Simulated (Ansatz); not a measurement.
A nudged elastic band was laid between two geometries of a periodic cell of 17 atoms, Li16H (host Li, host structure bcc, interstitial H).

All numbers below come from Ansatz 0.2.0, DFT PBE, scalar-relativistic, plane waves, PAW. Settings: cutoff 420 eV, k mesh 3x3x3, gaussian smearing 0.1 eV, no spin polarisation.

```yaml
movable_images: 5
climbing_image: yes
spring: 2.0 to 10.0 eV/Å², energy-weighted
optimiser: quadratic models (default)
start_path: IDPP
force_threshold: 0.03 eV/Å
iteration_limit: 80
end_points: relaxed
```

First end point:

```xyz
17
Lattice="6.9800 0.0000 0.0000 0.0000 6.9800 0.0000 0.0000 0.0000 6.9800" Properties=species:S:1:pos:R:3
Li -0.023 0.154 0.001
Li 3.628 -0.121 0.004
Li -0.026 3.321 0.002
Li 0.049 0.050 3.488
Li 1.772 1.743 1.600
Li 3.626 3.589 0.004
Li 3.390 -0.087 3.491
Li 5.094 1.736 1.865
Li 0.047 3.427 3.489
Li 1.692 5.237 1.690
Li 1.773 1.741 5.388
Li 3.399 3.567 3.492
Li 5.336 5.232 1.820
Li 5.095 1.736 5.127
Li 1.692 5.237 5.296
Li 5.331 5.232 5.165
H 0.883 1.749 -0.001
```

Last end point:

```xyz
17
Lattice="6.9800 0.0000 0.0000 0.0000 6.9800 0.0000 0.0000 0.0000 6.9800" Properties=species:S:1:pos:R:3
Li 0.159 -0.030 0.001
Li 3.320 -0.027 0.001
Li -0.124 3.630 -0.001
Li 0.056 0.053 3.491
Li 1.747 1.775 1.589
Li 3.604 3.632 -0.001
Li 3.429 0.050 3.491
Li 5.237 1.690 1.684
Li -0.090 3.388 3.490
Li 1.742 5.091 1.867
Li 1.747 1.776 5.388
Li 3.575 3.393 3.490
Li 5.235 5.336 1.823
Li 5.237 1.689 5.294
Li 1.742 5.092 5.110
Li 5.235 5.338 5.156
H 1.739 0.883 -0.002
```

(1) Which bonds break or form, and what moves?

(2) What energy profile does the band end with?

(3) What is the geometry of the highest image?

## Answers

(1) The atom that moves furthest is H17, by 1.22 Å; four of its nearest neighbours are Li3 1.82, Li11 1.82, Li5 1.83, Li1 1.83 Å at the first end and Li11 1.82, Li1 1.82, Li5 1.82, Li2 1.82 Å at the last.

(2) The run converged. The highest image is number 4 of 0 to 6, 0.002 eV above the ends, which have the same energy within 2 meV. A structure lower than the first end lies on the path between it and the top, so the climb from that side starts below the end, which may itself be a saddle point or a shallow side well. The top lies less than 8 meV above the higher end, about what the thresholds resolve: the motion is nearly free. By the program's own check the climbing image is of a kind that is not told: the force calls were inconclusive, a negative curvature could not be distinguished from the path's own, the only one lies far off the path, or fixed occupations may fill a level only in part (lowest curvatures found: -0.06 and 0.10 eV/Å²). Limits of this set-up: coarse k mesh, odd electron count without spin, a small cell, in which the defect meets its images, a typed lattice constant that wasn't relaxed here.

| image | path coordinate (Å) | energy (eV) | Li3–H17 (Å) | Li2–H17 (Å) |
| --- | --- | --- | --- | --- |
| 0 | 0.00 | 0.000 | 1.82 | 3.32 |
| 1 | 0.77 | -0.003 | 1.93 | 2.75 |
| 2 | 1.55 | -0.006 | 2.67 | 1.94 |
| 3 | 1.84 | 0.001 | 2.89 | 1.89 |
| 4 | 1.99 | 0.002 | 3.00 | 1.87 |
| 5 | 2.19 | 0.001 | 3.13 | 1.84 |
| 6 | 2.47 | 0.000 | 3.32 | 1.82 |

(3) 
```xyz
17
Lattice="6.9800 0.0000 0.0000 0.0000 6.9800 0.0000 0.0000 0.0000 6.9800" Properties=species:S:1:pos:R:3
Li 0.207 0.052 0.001
Li 3.246 0.043 0.001
Li -0.062 3.536 0.000
Li -0.022 -0.015 3.490
Li 1.730 1.767 1.743
Li 3.514 3.548 0.000
Li 3.475 -0.025 3.490
Li 5.213 1.685 1.709
Li -0.154 3.465 3.490
Li 1.721 5.119 1.859
Li 1.730 1.767 5.238
Li 3.607 3.474 3.490
Li 5.221 5.333 1.690
Li 5.213 1.685 5.272
Li 1.721 5.119 5.122
Li 5.221 5.333 5.291
H 1.729 1.133 0.000
```

The run took 7.3 min on 2 threads of Intel(R) Xeon(R) 6975P-C (Granite Rapids) (shared host), peak memory 1.3 GiB.
